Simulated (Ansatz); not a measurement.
# CH5NSSi: up Jacob's ladder to CCSD(T)

One table from this session's results is given with a row withheld; the runs are named, their logs left out.

Method: functionals in def2-TZVPP, the program's frozen cores in correlated methods; program: Ansatz 0.2.0, Gaussian basis.

The runs, in order: LDA (SPW92), PBE-D4, revPBE-D4, BLYP-D4, r2SCAN-D4, B97M-V, PBE0-D4, B3LYP-D4, r2SCANh-D4, r2SCAN0-D4, HSE06-D4, BHLYP-D4, CAM-B3LYP-D4, LC-ωPBE, ωB97X-V, ωB97M-V, B2PLYP, PBE-QIDH; CCSD(T)/def2-SVP; CCSD(T)/def2-TZVPP; MP2/def2-QZVPP; extrapolation to the limit; RPA on PBE.

## The geometry

All runs share one geometry, relaxed beforehand with PBE0-D4 in a triple-zeta def2 set.

SMILES `[SiH3]NC=S`, 9 atoms, charge 0, spin multiplicity 1.

Atoms are counted from 1 here; the program's logs count them from 0.

Bond lengths: Si1–N2 1.753 Å, Si1–H5 1.480 Å, Si1–H6 1.483 Å, Si1–H7 1.483 Å, N2–C3 1.348 Å, N2–H8 1.014 Å, C3–S4 1.628 Å, C3–H9 1.093 Å. Angles: N2–Si1–H5 105.9°, N2–Si1–H6 109.9°, N2–Si1–H7 109.9°, H5–Si1–H6 111.1°, H5–Si1–H7 111.1°, H6–Si1–H7 109.0°, Si1–N2–C3 126.4°, Si1–N2–H8 120.9°, C3–N2–H8 112.7°, N2–C3–S4 126.1°, N2–C3–H9 113.0°, S4–C3–H9 120.9°.

Set-up of the first run:

File in.yaml:

```yaml
crystal:
  periodic: [false, false, false]
  atoms:
    - {symbol: Si, position_ang: [0.272223, 1.260910, 0.234864]}
    - {symbol: N, position_ang: [-0.123493, -0.437507, 0.417553]}
    - {symbol: C, position_ang: [-0.239268, -1.343750, -0.574112]}
    - {symbol: S, position_ang: [-0.606972, -2.919445, -0.396069]}
    - {symbol: H, position_ang: [0.448429, 1.481772, -1.218306]}
    - {symbol: H, position_ang: [-0.829770, 2.096006, 0.771777]}
    - {symbol: H, position_ang: [1.518396, 1.570888, 0.977207]}
    - {symbol: H, position_ang: [-0.293004, -0.836969, 1.333961]}
    - {symbol: H, position_ang: [-0.058043, -0.918205, -1.563874]}
basis:
  gaussian: {orbitals: def2-TZVPP}
hamiltonian: {xc: lda}
output: {orbitals: {seedname: orbitals}}
```

Started as:

```console
$ ansatz run in.yaml --threads 2 --pin off --events-out ev --progress --plain --max-ram 4352MiB
```

Among the steps run: LDA; PBE-D4 (GGA); revPBE-D4 (GGA); BLYP-D4 (GGA); r2SCAN-D4 (meta-GGA); B97M-V (meta-GGA); PBE0-D4 (hybrid); B3LYP-D4 (hybrid); r2SCANh-D4 (hybrid); r2SCAN0-D4 (hybrid); HSE06-D4 (hybrid); BHLYP-D4 (hybrid); CAM-B3LYP-D4 (range-separated); LC-ωPBE (range-separated); ωB97X-V (range-separated); ωB97M-V (range-separated); B2PLYP (double hybrid); PBE-QIDH (double hybrid).

One table of the session follows, with a row left open; its other results are not shown here.

It belongs to the step «Orbital energies across the functionals». 

```
  functional  HOMO (eV)  gap (eV)
 LDA (SPW92)      -5.29      2.95
      PBE-D4      -5.15      3.01
   revPBE-D4      -5.09      3.04
     BLYP-D4      -4.97      2.99
   r2SCAN-D4      -5.37      3.37
      B97M-V      -5.45      3.50
     PBE0-D4      -6.33      5.12
    B3LYP-D4      -6.08      4.67
  r2SCANh-D4      -5.82      4.16
  r2SCAN0-D4          ?         ?
    HSE06-D4      -5.94      4.34
    BHLYP-D4      -7.38      7.25
CAM-B3LYP-D4      -7.64      7.57
     LC-ωPBE      -9.04     10.04
     ωB97X-V      -8.68      9.65
     ωB97M-V      -8.53      9.45
```

**Question.** Estimate the row for r2SCAN0-D4.

Worked estimate for «HOMO (eV)». Against the share of exact exchange, r2SCAN-D4 (0, -5.37), r2SCANh-D4 (0.1, -5.82) give a slope of -4.50 per unit share; at 0.25 the line stands at -6.49.

**Answer.** HOMO (eV): -6.49; gap (eV): 5.35. In «HOMO (eV)» the line misses by 0.00.
